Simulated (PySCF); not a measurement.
# F3C2H3: MP2 correlation energy with HF

F3C2H3, in a box:

```xyz
8
Lattice="12.0000 0.0000 0.0000 0.0000 12.0000 0.0000 0.0000 0.0000 12.0000" Properties=species:S:1:pos:R:3 pbc="T T T"
F     4.9358    5.4022    7.2111
C     5.8903    6.2782    6.7598
C     6.2515    5.9308    5.3367
F     6.9028    4.7473    5.2915
F     7.0903    6.8867    4.8658
H     6.7802    6.2020    7.3905
H     5.4901    7.2947    6.7953
H     5.3797    5.8661    4.6775
```

```yaml
Program: PySCF 2.14.0
Task: MP2 correlation energy
Functional: HF
Potentials_or_basis: cc-pvdz (all-electron)
k_mesh: 1 × 1 × 1
Occupations: fixed
Spin: no spin polarisation
Exponents_discarded_below_exp_to_discard: 0 1/bohr^2
Frozen_core_bands: 5
conv_tol: 1e-08 Ha
max_cycle: 60
exxdiv: ewald
Relativity: none
Coulomb_method: Gaussian density fitting (GDF)
Three-centre_integrals: read from an earlier run's file
```

```yaml
Gap_between_the_frontier_levels: 19.26 eV
Mulliken_charges: F -0.33, -0.30, -0.31; C +0.27, +0.53; H +0.06, +0.05, +0.04 e
MP2_correlation_energy_per_cell: -22.446 eV
```

Levels at points of the mesh, in eV from the valence-band top:
```csv
k point,band 18,band 19,band 20,band 21,band 22,band 23
"(0.00, 0.00, 0.00)",-3.19,-2.35,-0.90,0.00,19.26,19.60
```

Run time: 8.5 s on 2 threads of AMD EPYC 7R43 64-Core Processor (Zen 3), with other jobs on the host, peak memory 1.9 GiB.

Caveat: the basis is small and the box finite, so much correlation energy is missing and levels can be off by tenths of an eV; Mulliken charges move with the basis; this is a molecule in a periodic box at the Γ point, so its band gap is the HOMO-LUMO gap; total energy, band gap and charges are those of the mean-field reference; the basis of atomic orbitals isn't converged, which shifts pressures, moduli and gaps.
